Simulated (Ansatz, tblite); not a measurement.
# The cluster ScAu4+: rung by rung

The task here is to estimate one member of a computed series from the others.

The runs use Ansatz 0.2.0, Gaussian basis; as each input shows.

Levels to be run: GFN1-xTB, GFN2-xTB, PBE-D4/def2-TZVP, r2SCAN-D4/def2-TZVP, PBE-QIDH/def2-TZVP, revPBE-D4/def2-TZVP, BHLYP-D4/def2-TZVP, PBE-D4/def2-SVP, PBE0-D4/def2-SVP, CCSD(T)/def2-SVP, MP2/def2-TZVP.

4 further runs of the same task are left out: 4 set aside as unsound or not needed. Runs told in other sessions of the task aren't counted.

### The structure

The geometry is that of the singlet, from an earlier relaxation (B3LYP-D4/def2-SVP). At that level it is the lowest of the isomers that a small search found.

5 atoms, charge 1, spin multiplicity 1.

Bond lengths: Sc1–Au2 2.421 Å, Sc1–Au3 2.724 Å, Sc1–Au4 2.688 Å, Sc1–Au5 2.687 Å, Au3–Au4 2.678 Å, Au3–Au5 2.677 Å. Angles: Au2–Sc1–Au3 128.2°, Au2–Sc1–Au4 109.6°, Au2–Sc1–Au5 109.7°, Au3–Sc1–Au4 59.3°, Au3–Sc1–Au5 59.3°, Au4–Sc1–Au5 118.5°, Sc1–Au3–Au4 59.7°, Sc1–Au3–Au5 59.7°, Au4–Au3–Au5 119.2°, Sc1–Au4–Au3 61.0°, Sc1–Au5–Au3 61.0°.

Au takes a core potential in the def2 sets. No spin-orbit coupling is included. The ion is computed in the gas phase, without counter-ions or solvent.

PBE0-D4/def2-TZVP was run before; its log isn't repeated, and its numbers join the tables.

The first run:

Tight binding, by tblite at 300 K electronic temperature and without a spin-polarisation term:

```python
tblite.interface.Calculator('GFN1-xTB', numbers, positions, charge=1, uhf=0).singlepoint()
```

Tight binding, by tblite at 300 K electronic temperature and without a spin-polarisation term:

```python
tblite.interface.Calculator('GFN2-xTB', numbers, positions, charge=1, uhf=0).singlepoint()
```

start.molden holds the orbitals of an earlier run on this state, given as this run's starting guess.

Contents of in.yaml:

```yaml
crystal:
  periodic: [false, false, false]
  atoms:
    - {symbol: Sc, position_ang: [0.523472, 0.246470, -0.648395]}
    - {symbol: Au, position_ang: [2.556798, 0.949751, 0.462346]}
    - {symbol: Au, position_ang: [-1.765513, -0.712071, 0.475429]}
    - {symbol: Au, position_ang: [-1.482802, 1.909648, 0.008791]}
    - {symbol: Au, position_ang: [0.168045, -2.393789, -0.298161]}
basis:
  gaussian: {orbitals: def2-TZVP, initial_orbitals: start.molden}
total_charge: 1
hamiltonian: {xc: pbe, dispersion: d4}
scf: {omitted_lower_state_checks: [starts]}
output: {forces: true, orbitals: {seedname: orbitals}}
```

Command:

```console
> ansatz run in.yaml --threads 4 --pin off --events-out ev --progress --plain --max-ram 4787MiB
```

Among the steps run: PBE-D4/def2-TZVP; r2SCAN-D4/def2-TZVP; PBE-QIDH/def2-TZVP; revPBE-D4/def2-TZVP; BHLYP-D4/def2-TZVP; PBE-D4/def2-SVP; PBE0-D4/def2-SVP; CCSD(T)/def2-SVP; MP2/def2-TZVP.

One table of the session follows, with a row left open; its other results are not shown here.

It belongs to the step «Levels side by side». 

```
              level  HOMO (eV)  LUMO (eV)  gap (eV)
    PBE-D4/def2-SVP     -10.37      -8.93      1.44
   PBE-D4/def2-TZVP     -10.33      -8.89      1.44
revPBE-D4/def2-TZVP     -10.22      -8.77      1.45
r2SCAN-D4/def2-TZVP          ?          ?         ?
   PBE0-D4/def2-SVP     -10.98      -8.07      2.91
  PBE0-D4/def2-TZVP     -10.93      -8.01      2.91
 BHLYP-D4/def2-TZVP     -11.39      -7.08      4.31
```

Estimate the missing values for r2SCAN-D4/def2-TZVP.

The run gave: HOMO (eV): -10.42; LUMO (eV): -8.78; gap (eV): 1.64. In the column «HOMO (eV)» it lies between PBE0-D4/def2-TZVP (-10.93) and PBE-D4/def2-SVP (-10.37).
